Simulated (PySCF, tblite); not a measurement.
**C7H10N2: geometry, infrared bands, NMR shifts and electronic excitations**

Aim: predict the infrared bands, NMR shifts and electronic excitations of C7H10N2 (`CN(C)c1ccccn1`).

Computed with tblite 0.8.0 and PySCF 2.14.0, with density-fitted response routines of our own, on a single molecule in the gas phase. Atoms count from 0, in the outputs and in this text.

## (1) The starting structure

19 atoms, charge 0, multiplicity 1; geometry from: GFN2-xTB.

Bonds of the start (Å): C0–N1 1.44, N1–C2 1.44, N1–C3 1.36, C3–C4 1.41, C4–C5 1.38, C5–C6 1.39, C6–C7 1.38, C7–N8 1.32, N8–C3 1.34, C0–H9 1.09, C0–H10 1.09, C0–H11 1.09, C2–H12 1.09, C2–H13 1.09, C2–H14 1.09, C4–H15 1.08, C5–H16 1.08, C6–H17 1.08, C7–H18 1.08.

## (2) Infrared spectrum with GFN2-xTB

Job settings and geometry (Å):

```
{"job": {"kind": "ir", "xc": "GFN2-xTB", "basis": "xTB"}, "charge": 0, "multiplicity": 1}
C     -2.022758    -1.118400    -0.075574
N     -1.235661     0.085483    -0.160802
C     -1.935538     1.320518    -0.407971
C      0.113128     0.070712     0.001067
C      0.823252    -1.120802     0.250257
C      2.189933    -1.055392     0.400367
C      2.836479     0.172379     0.303504
C      2.054708     1.284567     0.055933
N      0.743418     1.247660    -0.091203
H     -3.068550    -0.862882    -0.230661
H     -1.729688    -1.843128    -0.841646
H     -1.925987    -1.589936     0.907239
H     -2.655318     1.521855     0.390683
H     -1.200528     2.120175    -0.441923
H     -2.467870     1.275458    -1.362263
H      0.314815    -2.067902     0.321806
H      2.756400    -1.956658     0.590990
H      3.905395     0.255009     0.416128
H      2.494566     2.270535    -0.033392
```

**Question.** This job is followed by: PBE0-D3(BJ)/def2-SVP geometry optimisation, gas phase; GIAO PBE0/pcSseg-1 NMR shielding, non-relativistic, gas phase; TDDFT CAM-B3LYP/def2-SVPD, vertical, gas phase, core orbitals frozen in the response; GIAO PBE/pcSseg-1 NMR shielding, non-relativistic, gas phase. Predict these results of the whole session: strongest single infrared mode (GFN2-xTB); zero-point energy (GFN2-xTB); point group; rotational constants (main isotopes); ¹³C shifts against TMS (PBE0/pcSseg-1, means over atoms taken as alike); ¹H shifts against TMS (PBE0/pcSseg-1, means over atoms taken as alike); ¹⁵N shifts against NH3 (PBE0/pcSseg-1); lowest singlet (CAM-B3LYP/def2-SVPD); brightest single state of those computed; lowest triplet; vertical ionisation energy (ΔSCF); range of the shift of N1.

The runs gave:

| quantity | value |
| --- | --- |
| strongest single infrared mode (GFN2-xTB) | 1607 cm⁻¹, 349 km/mol |
| zero-point energy (GFN2-xTB) | 98.0 kcal/mol |
| point group | Cs |
| rotational constants (main isotopes) | 3.59, 1.27, 0.95 GHz |
| ¹³C shifts against TMS (PBE0/pcSseg-1, means over atoms taken as alike) | 159.9, 154.0, 143.0, 115.1, 105.9, 35.2 ppm |
| ¹H shifts against TMS (PBE0/pcSseg-1, means over atoms taken as alike) | 8.25, 7.46, 6.46, 6.15, 3.11 ppm |
| ¹⁵N shifts against NH3 (PBE0/pcSseg-1) | 299.9, 81.9 ppm |
| lowest singlet (CAM-B3LYP/def2-SVPD) | 4.55 eV (272 nm), f = 0.073 |
| brightest single state of those computed | state 10, 7.10 eV, f = 0.446 |
| lowest triplet | 3.62 eV |
| vertical ionisation energy (ΔSCF) | 7.49 eV |
| range of the shift of N1 | 81.9 to 93.2 ppm |

The lowest mode is slightly imaginary (14i cm⁻¹), a soft motion within the noise of the Hessian, so the minimum is not strictly shown. The strongest single mode, at 1607 cm⁻¹, is spread over several atoms, C7, C4, C5, N8 among them. Unscaled tight-binding wavenumbers are off by several per cent, some by more. Its intensities can rank the bands wrongly. Relaxing lowered the energy by 0.046 eV in 5 steps; the close pair that moved most is C7–H18, from 1.083 to 1.097 Å. No frequency check was run at this level, so the end point may be a saddle. At PBE0/pcSseg-1: The widest tensor belongs to N8: span 559 ppm, with a paramagnetic part of -368 ppm. NICS(1)zz of -22 ppm above the planar ring from C3 marks a diatropic (aromatic) ring current. The lowest singlet, at 4.55 eV, is HOMO→LUMO 0.95 and is bright; of the 10 states computed, the strongest absorption comes from state 10 at 7.10 eV (the last computed, so partners may be missing). The lowest triplet lies 0.93 eV below the lowest singlet (triplets in Tamm-Dancoff, singlets in full TDDFT). At CAM-B3LYP/def2-SVPD, the highest states lie near or above the ionisation energy, where they hang on the basis. The orbital energy would give 6.93 eV for ionisation, ΔSCF gives 7.49 eV. Across the 2 runs the shift of N1 moves most, between 81.9 (PBE0/pcSseg-1) and 93.2 ppm (PBE/pcSseg-1).
